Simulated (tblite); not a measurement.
# C8H10O3S: the cost of one run

Computed with tblite 0.8.0 (tight binding) and PySCF 2.14.0 (DFT, with response routines of our own); each step states its level. Atoms count from 0 throughout.

### 1 The starting structure

22 atoms, charge 0, multiplicity 1; geometry from: MMFF94s geometry.

Bonds of the start (Å): C0–H12 1.10, C0–H13 1.09, C0–H14 1.10, C0–O1 1.43, C10–C11 1.39, C10–H20 1.08, C11–H21 1.09, C5–C11 1.39, C5–C6 1.40, C6–C7 1.39, C6–H15 1.10, C7–C8 1.41, C7–H16 1.09, C8–C10 1.40, C8–C9 1.51, C9–H17 1.09, C9–H18 1.10, C9–H19 1.09, O1–S2 1.61, S2–C5 1.79, S2–O3 1.45, S2–O4 1.45.

### 2 GFN2-xTB relaxation, conformer 1

The job: settings as JSON, then the geometry in Å.

```
{"job": {"xc": "GFN2-xTB", "basis": "xTB", "kind": "relax"}, "charge": 0, "multiplicity": 1}
C      4.198400     0.240300     0.513600
O      2.782400     0.078400     0.565900
S      1.923600     0.671100    -0.659100
O      2.268000    -0.065800    -1.861700
O      2.009500     2.118400    -0.619800
C      0.237400     0.258100    -0.237600
C     -0.232900     0.594000     1.032200
C     -1.536900     0.263700     1.390300
C     -2.367600    -0.416300     0.478400
C     -3.795600    -0.738800     0.848800
C     -1.886300    -0.729200    -0.800300
C     -0.578500    -0.401700    -1.154900
H      4.627300    -0.196100     1.421700
H      4.604300    -0.266700    -0.365200
H      4.444200     1.314500     0.486600
H      0.398900     1.113000     1.760900
H     -1.914500     0.531600     2.375700
H     -4.449300     0.088100     0.570100
H     -3.884400    -0.919400     1.925800
H     -4.125600    -1.640900     0.335600
H     -2.524600    -1.225700    -1.517300
H     -0.208300    -0.651400    -2.146600
```

Run with:

```bash
$ OMP_NUM_THREADS=1 python ens_run.py task.json out
```

This one command runs the whole study; its stages follow in the order run.

**Question.** How long does this first job take on 1 thread of Intel Xeon Platinum 8375C at 2.90GHz, shared host?

About 2.2 s.
